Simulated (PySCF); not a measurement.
# From one method to the next for CaF

What do other methods print for CaF?

Program: PySCF 2.14.0. Level of theory: each script names its method and basis. These are calculated values, not measurements.

### Step 1. Starting geometry

CaF: 2 atoms, charge 0, spin multiplicity 2.

Bond lengths: Ca1–F2 2.536 Å.

### Step 2. Base script

The input, input.py:

```python
from pyscf import gto, scf, mp

mol = gto.M(
    atom='Ca 0 0 0; F 0 0 2.536',
    basis='6-31g*',
    charge=0,
    spin=1,
    verbose=4,
)
mf = scf.UHF(mol)
mf.kernel()
mp.MP2(mf, frozen=6).kernel()
mf.dip_moment()
print('orbital energies (hartree):', [e[max(0, n-3):n+3].round(4) for e, n in zip(mf.mo_energy, mol.nelec)])
```

Started as:

```sh
$ python input.py
```

Its log is not repeated here.

It gives: E(SCF) = -776.159562 Eh, 10 cycles, E(MP2) − E(SCF) = -0.20053 Eh, ⟨S²⟩ = 0.750, μ = 5.88 D (of the SCF density).

The bond length is a typed value, not an optimised one.

### Step 3. Pbe (UKS)

Run 1 changes functional: none (Hartree–Fock) → pbe; SCF type: UHF → UKS; step after the SCF: mp2 → analyze.

The input, input.py:

```python
from pyscf import gto, dft

mol = gto.M(
    atom='Ca 0 0 0; F 0 0 2.536',
    basis='6-31g*',
    charge=0,
    spin=1,
    verbose=4,
)
mf = dft.UKS(mol, xc='pbe')
mf.kernel()
mf.analyze()
print('orbital energies (hartree):', [e[max(0, n-3):n+3].round(4) for e, n in zip(mf.mo_energy, mol.nelec)])
```

Started as:

```sh
$ python input.py
```

### Step 4. Stability test

Run 2 changes step after the SCF: mp2 → stability.

Edit input.py of step 2 so:

```diff
@@ -1,2 +1,2 @@
-from pyscf import gto, scf, mp
+from pyscf import gto, scf
 
@@ -11,3 +11,3 @@
 mf.kernel()
-mp.MP2(mf, frozen=6).kernel()
+mf.stability(internal=True, external=True)
 mf.dip_moment()
```

### Step 5. Lc_wpbe (UKS)

Run 3 changes functional: none (Hartree–Fock) → lc_wpbe; SCF type: UHF → UKS; step after the SCF: mp2 → analyze.

The input, input.py:

```python
from pyscf import gto, dft

mol = gto.M(
    atom='Ca 0 0 0; F 0 0 2.536',
    basis='6-31g*',
    charge=0,
    spin=1,
    verbose=4,
)
mf = dft.UKS(mol, xc='lc_wpbe')
mf.kernel()
mf.analyze()
print('orbital energies (hartree):', [e[max(0, n-3):n+3].round(4) for e, n in zip(mf.mo_energy, mol.nelec)])
```

Before running it: what results should come out? Wanted: for each run, E(SCF); from base; gap, α spin; SCF dipole; after the SCF.

The runs gave:

```
           run  E(SCF) (hartree)  from base (eV)  cycles  gap, α spin (eV)  SCF dipole (D)                           after the SCF
          base       -776.159562               0      10              6.72            5.88  MP2 correlation -5.457 eV, core frozen
     pbe (UKS)       -777.042877  not comparable      11              2.54            4.66                                     n/a
stability test       -776.159562          0.0000      10              6.72            5.88                                  stable
 lc_wpbe (UKS)       -777.148119  not comparable      11              6.82            5.18                                     n/a
```

In words: A lower total energy from another functional means nothing by itself. The dearest run is “lc_wpbe (UKS)”, at 6.2 s against 1.5 s.
